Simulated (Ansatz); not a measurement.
**CH6N2Si: one species, many methods**

The task here is to estimate one member of a computed series from the others.

Computed with Ansatz 0.2.0, Gaussian basis. Level: functionals in def2-TZVPP, the program's frozen cores in correlated methods.

Plan: LDA (SPW92), PBE-D4, revPBE-D4, BLYP-D4, r2SCAN-D4, B97M-V, PBE0-D4, B3LYP-D4, r2SCANh-D4, r2SCAN0-D4, HSE06-D4, BHLYP-D4, CAM-B3LYP-D4, LC-ωPBE, ωB97X-V, ωB97M-V, B2PLYP, PBE-QIDH; CCSD(T)/def2-SVP; CCSD(T)/def2-TZVPP; MP2/def2-QZVPP; extrapolation to the limit; RPA on PBE.

## The geometry

All runs share one geometry, relaxed beforehand with PBE0-D4 in a triple-zeta def2 set.

SMILES `N/C=N/[SiH3]`, 10 atoms, charge 0, spin multiplicity 1.

Atoms are counted from 1 here; the program's logs count them from 0.

Bond lengths: N1–C2 1.349 Å, N1–H5 1.002 Å, N1–H6 1.006 Å, C2–N3 1.268 Å, C2–H7 1.102 Å, N3–Si4 1.715 Å, Si4–H8 1.499 Å, Si4–H9 1.487 Å, Si4–H10 1.487 Å. Angles: C2–N1–H5 121.4°, C2–N1–H6 119.0°, H5–N1–H6 119.6°, N1–C2–N3 123.3°, N1–C2–H7 112.4°, N3–C2–H7 124.3°, C2–N3–Si4 124.4°, N3–Si4–H8 112.1°, N3–Si4–H9 110.0°, N3–Si4–H10 110.0°, H8–Si4–H9 108.3°, H8–Si4–H10 108.3°, H9–Si4–H10 108.0°.

Set-up of the first run:

Input file in.yaml:

```yaml
crystal:
  periodic: [false, false, false]
  atoms:
    - {symbol: N, position_ang: [-0.904385, 1.545743, -1.131544]}
    - {symbol: C, position_ang: [-0.275095, 0.444580, -0.670813]}
    - {symbol: N, position_ang: [-0.082113, 0.217071, 0.561368]}
    - {symbol: Si, position_ang: [0.714353, -1.170794, 1.178320]}
    - {symbol: H, position_ang: [-1.045678, 1.694199, -2.112303]}
    - {symbol: H, position_ang: [-1.244714, 2.224870, -0.472720]}
    - {symbol: H, position_ang: [0.047600, -0.224982, -1.484263]}
    - {symbol: H, position_ang: [1.158865, -2.097685, 0.087627]}
    - {symbol: H, position_ang: [-0.196742, -1.919295, 2.084568]}
    - {symbol: H, position_ang: [1.910909, -0.764805, 1.962660]}
basis:
  gaussian: {orbitals: def2-TZVPP}
hamiltonian: {xc: lda}
output: {orbitals: {seedname: orbitals}}
```

Run with:

```bash
$ ansatz run in.yaml --threads 2 --pin off --events-out ev --progress --plain --max-ram 4352MiB
```

Steps of the session up to this table: LDA; PBE-D4 (GGA); revPBE-D4 (GGA); BLYP-D4 (GGA); r2SCAN-D4 (meta-GGA); B97M-V (meta-GGA); PBE0-D4 (hybrid); B3LYP-D4 (hybrid); r2SCANh-D4 (hybrid); r2SCAN0-D4 (hybrid); HSE06-D4 (hybrid); BHLYP-D4 (hybrid); CAM-B3LYP-D4 (range-separated); LC-ωPBE (range-separated); ωB97X-V (range-separated); ωB97M-V (range-separated); B2PLYP (double hybrid); PBE-QIDH (double hybrid).

One table of the session follows, with a row left open; its other results are not shown here.

| functional | HOMO (eV) | LUMO (eV) | gap (eV) |
| --- | --- | --- | --- |
| LDA (SPW92) | -5.85 | -0.91 | 4.94 |
| PBE-D4 | -5.73 | -0.68 | 5.06 |
| revPBE-D4 | -5.68 | -0.59 | 5.09 |
| BLYP-D4 | -5.63 | -0.55 | 5.08 |
| r2SCAN-D4 | -6.00 | -0.44 | 5.56 |
| B97M-V | -6.19 | -0.38 | 5.81 |
| PBE0-D4 | -7.12 | 0.40 | 7.51 |
| B3LYP-D4 | -6.89 | 0.14 | 7.04 |
| r2SCANh-D4 | -6.53 | -0.05 | 6.48 |
| r2SCAN0-D4 | -7.32 | 0.53 | 7.85 |
| HSE06-D4 | ? | ? | ? |
| BHLYP-D4 | -8.30 | 1.48 | 9.78 |
| CAM-B3LYP-D4 | -8.51 | 1.57 | 10.08 |
| LC-ωPBE | -9.85 | 2.77 | 12.61 |
| ωB97X-V | -9.49 | 2.70 | 12.19 |
| ωB97M-V | -9.40 | 2.29 | 11.69 |

Estimate the missing values for HSE06-D4.

As computed: HOMO (eV): -6.71; LUMO (eV): 0.01; gap (eV): 6.72. In the column «HOMO (eV)» it lies between B3LYP-D4 (-6.89) and r2SCANh-D4 (-6.53).
